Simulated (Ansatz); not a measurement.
# CsLiCr2Te2S3 (P3m1) in Ansatz: relaxation of cell and atoms with PBEsol+D3(BJ)

Aim: the relaxation of cell and atoms of CsLiCr2Te2S3 with PBEsol+D3(BJ).

Everything below comes from runs of Ansatz 0.2.0. Logs are shortened: lines on timing, memory, paths and dates and some standing lists are left out, and cuts for length are marked.

### 1 Starting point

It takes space group P3m1 (No. 156, trigonal). Conventional cell: a = 3.604 Å, b = 3.604 Å, c = 19.067 Å, α = 90.00°, β = 90.00°, γ = 120.00°. Around Cs (site symmetry 3m) lie 3 S at 3.38 Å and 6 Cs at 3.60 Å and 3 Te at 3.77 Å. Li (site symmetry 3m) is surrounded by 6 S at 2.63 to 2.66 Å. Around Cr (site symmetry 3m) lie 3 S at 2.40 Å and 3 Te at 2.74 Å. Around Cr (site symmetry 3m) lie 6 S at 2.43 to 2.45 Å. Around Te (site symmetry 3m) lie 6 Te at 3.60 Å and 3 Cs at 3.77 Å. Te (site symmetry 3m) is surrounded by 3 Cr at 2.74 Å. S (site symmetry 3m) is surrounded by 3 Cr at 2.45 Å and 3 Li at 2.63 Å. S (site symmetry 3m) has 3 Cr at 2.40 Å and 3 Li at 2.66 Å as nearest neighbours.

The cell was built by a generator and needn't be a form met in nature.

### 2 Relaxation of cell and atoms, PBEsol+D3(BJ), collinear spin, ferromagnetic start

The input, input.yaml:

```yaml
crystal:
  lattice:
    - [3.60358, 0.0, 0.0]
    - [-1.80179, 3.12079, 0.0]
    - [0.0, 0.0, 19.06651]
  atoms:
    - { symbol: Cs, position: [0.0, 0.0, 0.37399] }
    - { symbol: Li, position: [0.66667, 0.33333, 0.01607] }
    - { symbol: Cr, position: [0.0, 0.0, 0.86637], spin: 3.0 }
    - { symbol: Cr, position: [0.33333, 0.66667, 0.16833], spin: 3.0 }
    - { symbol: Te, position: [0.33333, 0.66667, 0.53891] }
    - { symbol: Te, position: [0.66667, 0.33333, 0.77276] }
    - { symbol: S, position: [0.0, 0.0, 0.1003] }
    - { symbol: S, position: [0.33333, 0.66667, 0.9292] }
    - { symbol: S, position: [0.66667, 0.33333, 0.23408] }
hamiltonian:
  xc: pbesol
  pseudopotentials: { kind: paw }
  dispersion: d3bj
magnetization:
  spin_polarized: true
kpoints:
  mp_grid: { grid: [6, 6, 1] }
scf:
  occupations: { method: fermi_dirac, width: 0.05 }
output:
  forces: true
  stress: true
  eigenvalues: true
relax:
  f_tol: 0.01
  max_steps: 40
  cell: { stress_tol: 0.05 }
```

Potentials or basis: Ansatz PAW.

Launch:

```
$ ansatz run input.yaml --threads 8 --pin off --max-ram 20480MiB --backend cpu --events-out ev --progress --plain --runs-dir out
```

The log of the run:

```text
Warning: the atoms were moved onto the symmetric positions of the space group found under crystal.symmetry.tolerance 1.0e-5 (fractional; no operation is sought that the atoms, as they stand in a round, miss by more than twice it, and no atom is moved by as much as it), and the run uses the moved positions. Before a round's move an operation carried an atom to 3.60e-5 Å from where it should land, the largest such distance. Atom 1 (counting from 0) moved farthest, by 2.08e-5 Å; the longest move in fractions of the cell, of whichever atom, is 0.47 of the tolerance, in 1 round. To run the atoms as typed, lower crystal.symmetry.tolerance until the operations that they miss are no longer found, or set crystal.symmetry.detect: false (a key that needs symmetry detection or time reversal refuses this as the deck is read). The positions used, in the order of the run's atom list: position: [0.0, 0.0, 0.37399]; position: [0.6666666666666666, 0.3333333333333333, 0.01607]; position: [0.0, 0.0, 0.86637]; position: [0.3333333333333333, 0.6666666666666666, 0.16833]; position: [0.3333333333333333, 0.6666666666666666, 0.53891]; position: [0.6666666666666666, 0.3333333333333333, 0.77276]; position: [0.0, 0.0, 0.1003]; position: [0.3333333333333333, 0.6666666666666666, 0.9292]; position: [0.6666666666666666, 0.3333333333333333, 0.23408]; The lattice was moved too: crystal.lattice keeps the space group found at crystal.symmetry.tolerance 1.0e-5 only nearly: the operation that it misses by the most changes a squared length by the fraction 1.01e-6. The run uses the lattice that is a stretch of the typed one, with no rotation, onto the one that keeps every operation to a double's rounding (on a very oblique basis the stretch itself rounds by more); the deck's lattice vector that moved farthest moved by 1.05e-6 Å. To run the lattice as typed, set crystal.symmetry.tolerance under 1.01e-6, the least fraction by which an operation that the lattice misses changes a squared length (the same key also sets how far an atom may lie from its image, so lowering it can lose operations that the atoms keep only within it), or set crystal.symmetry.detect: false, as for the atoms. crystal.lattice made exact, in Å and degrees: [[3.603578946584446, 0.0, 0.0], [-1.801789473292223, 3.120790912284897, 0.0], [0.0, 0.0, 19.06651]]. Pasted over the deck's crystal.lattice, beside positions in fractional coordinates, it runs the same cell (given as lengths and angles, that cell in the form's own orientation, a rigid turn of the misfit's size from the one run here, for which a checkpoint.post_process_only pass over this run's state can be refused: where this run relaxes nothing, give such a pass this deck's own crystal.lattice, as typed; behind a relaxation, as crystal.lattice, the state's own cell, identity.cell in its checkpoint.json), and a matrix so pasted ends this notice, except on a very skew basis of the lattice, where the rounding of the pasted numbers themselves can read as a misfit: the cell is then moved again, and that move is told again. The lattice as run is in this notice's lattice.as_run_ang field (Run.prep()["deck_notices"] in Python, the deck_notice line of an events file, deck_notices of ansatz run --dry-run=json, or deck_notices in record.json in the deck's checkpoint.write directory).
Warning: RAYON_NUM_THREADS=8 ignored (pool sized by the plan → 8); use --threads N
Engine: ansatz 0.2.0, x86_64-unknown-linux-gnu
Pseudopotentials: kind: paw
Pseudopotential: Cs, paw, valence charge 9, recommended cutoff 420 eV (normal), Cs.paw.azcp
Pseudopotential: Li, paw, valence charge 3, recommended cutoff 420 eV (normal), Li.paw.azcp
Pseudopotential: Cr, paw, valence charge 14, recommended cutoff 420 eV (normal), Cr.paw.azcp
Pseudopotential: Te, paw, valence charge 16, recommended cutoff 420 eV (normal), Te.paw.azcp
Pseudopotential: S, paw, valence charge 6, recommended cutoff 420 eV (normal), S.paw.azcp
Functional definition: PBEsol
  exchange = pbesol_x
  correlation = pbesol_c
Crystal: 9 atoms, lattice volume = 214.422 Å³
Basis set: ecut = 420 eV, 4167 PW (Γ), exchange–correlation on 50×50×256 points (8 copies of the dense FFT grid, shifted against one another)
Bands: 58, of which v1, the nominal top of the filled ones, is band 45 counted from 1 (44 counted from 0)
Symmetry: 6 space group operations
Space group: P3m1 (ITA 156), of the structure as read, at distance tolerance 6.0e-5 Å
Magnetic group: BNS 156.49 (UNI 1279), of the structure as read, at distance tolerance 6.0e-5 Å
k-points: 7 of 36 (time reversal used)
Non-local potential: Cs, projectors of the file, l = 0: 3, l = 1: 2, l = 2: 2, l = 3: 2
Non-local potential: Li, projectors of the file, l = 0: 3, l = 1: 2, l = 2: 1
Non-local potential: Cr, projectors of the file, l = 0: 3, l = 1: 2, l = 2: 3, l = 3: 1
Non-local potential: Te, projectors of the file, l = 0: 2, l = 1: 2, l = 2: 2, l = 3: 2
Non-local potential: S, projectors of the file, l = 0: 2, l = 1: 2, l = 2: 2
PAW form: soft (Blöchl's): semilocal exchange-correlation on the pseudo side does not see the compensation charge
PAW frozen core: Cs, regenerated for the run's functional, and the local potential with it (the file was generated under x = pbe(κ = 0.804, μ = 0.2195149727645171), c = pbe(β = 0.06672455060314922))
PAW frozen core: Cr, regenerated for the run's functional, and the local potential with it (the file was generated under x = pbe(κ = 0.804, μ = 0.2195149727645171), c = pbe(β = 0.06672455060314922))
PAW frozen core: Te, regenerated for the run's functional, and the local potential with it (the file was generated under x = pbe(κ = 0.804, μ = 0.2195149727645171), c = pbe(β = 0.06672455060314922))
PAW frozen core: S, regenerated for the run's functional, and the local potential with it (the file was generated under x = pbe(κ = 0.804, μ = 0.2195149727645171), c = pbe(β = 0.06672455060314922))
PAW one-centre angular grid: Cs, 194 points (default); XC on 64 Gauss nodes
PAW one-centre angular grid: Li, 110 points (default); XC on 64 Gauss nodes
PAW one-centre angular grid: Cr, 590 points (default); XC on 64 Gauss nodes
PAW one-centre angular grid: Te, 590 points (default); XC on 64 Gauss nodes
PAW one-centre angular grid: S, 110 points (default); XC on 64 Gauss nodes
Initial density: superposition of atomic densities (chi_scale 0.1, normalization cell, long waves of neutral atoms (reshape's long-wave potential 6.32 eV rms, cloud 3.49 Å wide))
Starting moments: Σ|m| = 6 μB on 2 of 9 sites
Initial wavefunctions: pseudopotential atomic-orbital guess
Functional: x = pbesol(κ = 0.804, μ = 0.12345679012345678), c = pbesol(β = 0.046)
SCF iter   1: F=—  HF=-28955.706814 eV  |F-HF|=—  |Δ(HF+E_count)|=         —  Δρ=5.52e-2 (↑5.52e-2 ↓3.39e-2)  dr2=6.42e1  dr2_m=4.08e-1  M=4.481 μB ∫|m|=5.775 μB  β_m=0.30  ethr=3.10e-3  ⟨swp⟩=13.1  Hψ=4093  notcnv=0
Mixer restart at iter 1: flushing history
preconditioner: auto → Kerker (q_TF=auto, 2.361 Å⁻¹)  [metal: Δε(μ)=0.064 eV  Ē_g=7.974 eV  σ=0.050 eV  W_gap=0.29  n_scr=56 (ndim 8)  ℏωp=17.9 eV  f_vac=0.049  D(μ)=9.53/eV (n_scr^D=94)]
spin=Collinear: Kerker preconditioning applied to the charge; magnetization (m = ρ↑ − ρ↓) channel mixes plain (no charge-response kernel on spin).
[... 610 lines left out ...]
Free energy (F): -28953.886176 eV
Harris-Foulkes:  -28953.886176 eV  (|F-HF|=6.91e-11)
Internal energy: -28953.864240 eV  (E = F + TS)
E sigma→0 (E₀):  -28953.875208 eV
Entropy (-TS):   -0.021935 eV (-2.437 meV/atom)
Fermi energy:    9.890426 eV
--- Per-component energies (eV) ---
  E_band       = -1069.726311
  E_kinetic    = 1536.685688
  E_local      = -9053.041304  (includes V_loc(G=0)·N_el)
  E_nonlocal   = -365.265131
  E_hartree    = 4536.105002
  E_xc         = -997.932944
  E_vxc        = -968.574460  (∫ρ·V_xc dr)
  E_paw        = -18263.936694  (= ΣΔE_a)
  E_vpaw       = -1291.741694  (= ΣTr[D̂ρ^β])
  E_aug_tail   = 0.000375  (compensation charges beyond the density's cutoff)
  E_ewald      = -6344.598399
  E_disp       = -3.280471  (pairwise vdW)
  E_core_change = 1.399637  (= ΣΔE_core)
  E_smearing   = -0.021935  (= −TS)
  E_closure    = 0.000000  (closes the sum)
  Σ components = -28953.886176   (vs F -28953.886176, Δ=0.00e0)
--- Forces (eV/Å), atoms counted from 1 ---
  atom   1  Cs     0.00000000    -0.00000000     0.00046495
  atom   2  Li     0.00000000    -0.00000000     0.00076843
  atom   3  Cr     0.00000000    -0.00000000     0.00066712
  atom   4  Cr     0.00000000    -0.00000000     0.00027050
  atom   5  Te    -0.00000000    -0.00000000     0.00025700
  atom   6  Te     0.00000000     0.00000000     0.00165797
  atom   7  S     -0.00000000     0.00000000    -0.00090748
  atom   8  S      0.00000000    -0.00000000    -0.00370719
  atom   9  S      0.00000000    -0.00000000     0.00053367
  max |Σ_I F_I| component: 4.98e-6 eV/Å
--- Stress (GPa, compression-positive) ---
       -0.015113      -0.000000      -0.000000
       -0.000000      -0.015113      -0.000000
       -0.000000      -0.000000      -0.005655
  P = ⅓ Tr σ = -0.0120 GPa (-0.120 kbar)
--- Band table (eV; the first three rows and the last of 14) ---
  k-point 0 ↑: bands = ["-63.1555", "-62.7083", "-35.8811", "-34.6361", "-34.6181", "-34.6181", "-34.1892", "-34.1786", "-34.1786", "-26.8893", "-26.8893", "-26.8284", "-26.8284", "-26.7632", "-26.7632", "-26.7493", "-26.7118", "-26.7118", "-26.6641", "-13.7242", "-4.9102", "-4.1023", "-3.3964", "-2.5932", "-2.0322", "-0.0741", "1.3896", "1.3896", "3.9498", "4.5097", "5.4231", "5.4231", "6.3484", "6.3484", "6.4760", "7.5875", "7.8653", "7.8653", "8.3569", "8.3569", "8.5164", "8.5164", "8.6112", "8.8705", "9.4087", "10.4846", "10.4846", "11.2079", "11.4597", "11.4597", "11.9621", "11.9621", "12.5757", "12.5757", "13.7090", "14.2517", "14.2517", "14.4783"]
  k-point 1 ↑: bands = ["-63.1551", "-62.7079", "-35.8803", "-34.6351", "-34.6250", "-34.6198", "-34.1886", "-34.1848", "-34.1802", "-26.8893", "-26.8844", "-26.8284", "-26.8234", "-26.7649", "-26.7636", "-26.7466", "-26.7136", "-26.7123", "-26.6613", "-13.5668", "-4.6212", "-3.8610", "-3.2823", "-2.2683", "-1.7336", "0.0608", "0.3474", "1.1565", "4.1752", "4.7887", "5.0163", "5.5474", "5.6304", "6.3773", "6.5366", "6.9162", "7.2578", "7.7954", "8.0273", "8.1438", "8.2364", "8.5980", "8.8529", "9.0224", "9.1457", "9.7936", "10.0753", "10.3126", "10.7100", "11.0886", "11.2254", "11.4036", "12.0013", "12.1650", "13.4171", "14.5673", "15.1170", "15.2375"]
  k-point 2 ↑: bands = ["-63.1542", "-62.7070", "-35.8789", "-34.6388", "-34.6330", "-34.6232", "-34.1977", "-34.1867", "-34.1834", "-26.8895", "-26.8745", "-26.8288", "-26.8133", "-26.7684", "-26.7645", "-26.7407", "-26.7171", "-26.7132", "-26.6557", "-13.2219", "-3.9094", "-3.3358", "-3.0957", "-1.5048", "-1.2740", "-0.8072", "0.3099", "0.7379", "3.9903", "4.4064", "4.5967", "5.2122", "5.6791", "5.7418", "6.0298", "6.3402", "6.7714", "6.7781", "7.1946", "7.4389", "8.0167", "8.2830", "8.3793", "8.6147", "8.6684", "8.8793", "9.4415", "9.6399", "10.5427", "10.7242", "11.0539", "11.1671", "11.2373", "11.8045", "13.3642", "14.1564", "14.4221", "14.8348"]
  k-point 6 ↓: bands = ["-60.2838", "-59.8616", "-35.8786", "-31.8122", "-31.8118", "-31.8116", "-31.4318", "-31.3743", "-31.3709", "-26.8594", "-26.8594", "-26.8401", "-26.8400", "-26.7917", "-26.7914", "-26.7632", "-26.7055", "-26.7054", "-26.6428", "-12.9382", "-3.1567", "-3.0316", "-2.8735", "-1.3056", "-1.1037", "-0.4007", "0.2198", "0.3055", "4.4337", "4.5130", "4.7435", "5.0001", "5.1321", "5.4950", "5.9988", "6.1379", "6.4173", "6.7013", "6.7064", "7.0091", "7.0915", "7.9978", "8.8497", "10.7627", "11.3169", "11.4164", "11.4878", "11.5151", "11.5289", "11.9401", "12.2046", "12.3047", "12.6071", "13.2850", "13.5102", "14.1091", "14.7133", "14.9868"]
--- Relaxed structure (29 steps of the walk, 26 accepted, 1 SCFs on fresh bases) ---
  F+E_penalty+E_count = -28953.88617583 eV   max|allowed force component| = 3.708e-3 eV/Å   (the final SCF, on the basis selected at the relaxed cell)
  cell:  # Å, volume = 189.1489 Å³
    - [3.5207496727855636, -8.116757921808233e-34, 9.276294767780838e-34]
    - [-1.7603748363927818, 3.049058656998048, 7.310276855815774e-33]
    - [4.9080808156146874e-33, 4.7495907059437965e-32, 17.619878412165978]
  atoms:
    - { symbol: Cs, position: [-6.323439561137731e-34, -4.705607084455658e-34, 0.3883537100534187] }
    - { symbol: Li, position: [0.6666666666666666, 0.3333333333333333, 0.020643511632193155] }
    - { symbol: Cr, position: [7.997884166838232e-34, -4.210618361090768e-34, 0.8501856848462289] }
    - { symbol: Cr, position: [0.3333333333333333, 0.6666666666666666, 0.17380585279354532] }
    - { symbol: Te, position: [0.3333333333333333, 0.6666666666666666, 0.5611128430812848] }
    - { symbol: Te, position: [0.6666666666666666, 0.3333333333333333, 0.7426999538881857] }
    - { symbol: S, position: [-1.55643344760278e-34, -7.071267476641285e-36, 0.10083592525711992] }
    - { symbol: S, position: [0.3333333333333333, 0.6666666666666666, 0.9191833712674559] }
    - { symbol: S, position: [0.6666666666666666, 0.3333333333333333, 0.24318914718056808] }
```

It took 88 s on 8 threads of AMD EPYC 7R43 (Zen 3), shared host; peak memory 1.1 GiB.

Results:

```yaml
Free_energy: -28953.8862 eV
Relaxed_volume: 21.02 Å³/atom
Relaxed_cell: a = 3.521 Å, b = 3.521 Å, c = 17.620 Å, α = 90.00°, β = 90.00°, γ = 120.00°
Space_group_after_relaxing_to_0.05_Å: P3m1 (No. 156)
Energy_gained_by_relaxing: 43.5 meV/atom
Ionic_steps: 27
Pressure_after_relaxing: 0.0 GPa
Largest_force_after_relaxing: 0.004 eV/Å
Band_gap_on_the_k_mesh: none (metal or under the smearing width)
Net_moment: 5.85 μB per cell
Absolute_moment: 6.61 μB per cell
Site_moments: Cs -0.00; Li -0.00; Cr +2.59, +2.62; Te +0.09, -0.11; S -0.02, -0.05, -0.04 μB
```

Forces on the atoms (eV/Å):
```
Cs   0.000  0.000  0.000
Li   0.000  0.000  0.001
Cr   0.000  0.000  0.001
Cr   0.000  0.000  0.000
Te   0.000  0.000  0.000
Te   0.000  0.000  0.002
S    0.000  0.000 -0.001
S    0.000  0.000 -0.004
S    0.000  0.000  0.001
```

The path:
```
step  energy change (eV)  largest force (eV/Å)  volume (Å³)
   1              0.0000                1.4881       214.42
   2             -0.0103                0.6772       212.91
   3             -0.1286                0.6307       206.91
   4             -0.2790                1.8496       196.66
   5             -0.3506                0.6289       192.14
   6             -0.3786                0.4722       190.00
   7             -0.3794                1.3021       188.54
   8             -0.3863                0.2943       189.48
   9             -0.3872                0.2324       189.55
  10             -0.3881                0.1839       189.65
  11             -0.3890                0.2062       189.68
  12             -0.3904                0.1786       189.75
  13             -0.3912                0.1621       189.81
  14             -0.3918                0.3065       189.64
  15             -0.3922                0.1076       189.81
  16             -0.3930                0.0878       189.93
  17             -0.3934                0.1040       189.84
  18             -0.3939                0.1112       189.60
  19             -0.3942                0.0443       189.38
  20             -0.3943                0.0259       189.26
  21             -0.3944                0.0152       189.09
  22             -0.3944                0.0169       189.11
  23             -0.3944                0.0159       189.17
  24             -0.3945                0.0103       189.19
  25             -0.3945                0.0118       189.13
  26             -0.3945                0.0040       189.15
  27             -0.3917                0.0037       189.15
```

Final structure:
```
CELL_PARAMETERS angstrom
3.52075 0.00000 0.00000
-1.76037 3.04906 0.00000
0.00000 0.00000 17.61988
ATOMIC_POSITIONS crystal
Cs 0.00000 0.00000 0.38835
Li 0.66667 0.33333 0.02064
Cr 0.00000 0.00000 0.85019
Cr 0.33333 0.66667 0.17381
Te 0.33333 0.66667 0.56111
Te 0.66667 0.33333 0.74270
S 0.00000 0.00000 0.10084
S 0.33333 0.66667 0.91918
S 0.66667 0.33333 0.24319
```

Levels at points of the mesh, in eV from the Fermi level:
Spin up:
```
            k point  band 45  band 46  band 47  band 48  band 49  band 50  band 51  band 52
 (0.00, 0.00, 0.00)    -0.48     0.59     0.59     1.32     1.57     1.57     2.07     2.07
(0.00, -0.50, 0.00)    -1.30    -1.15    -0.81    -0.72     0.30     0.64     1.21     1.30
```
Spin down:
```csv
k point,band 39,band 40,band 41,band 42,band 43,band 44,band 45,band 46
"(0.00, 0.00, 0.00)",-0.86,0.53,0.53,0.90,0.90,1.04,1.15,1.15
"(0.00, -0.50, 0.00)",-2.96,-2.30,-1.09,-0.80,-0.01,0.43,0.51,0.90
```

Caveat: the plane-wave basis is chosen anew once the cell has moved, so the energies of steps on either side of that aren't comparable; only a ferromagnetic start was run, and an antiferromagnetic order may lie lower in energy; pairwise dispersion overbinds metals, which lowers pressure and volume; the PAW data sets come from PBE, with cores solved anew for the run's functional, which leaves a small shift of forces and pressure.
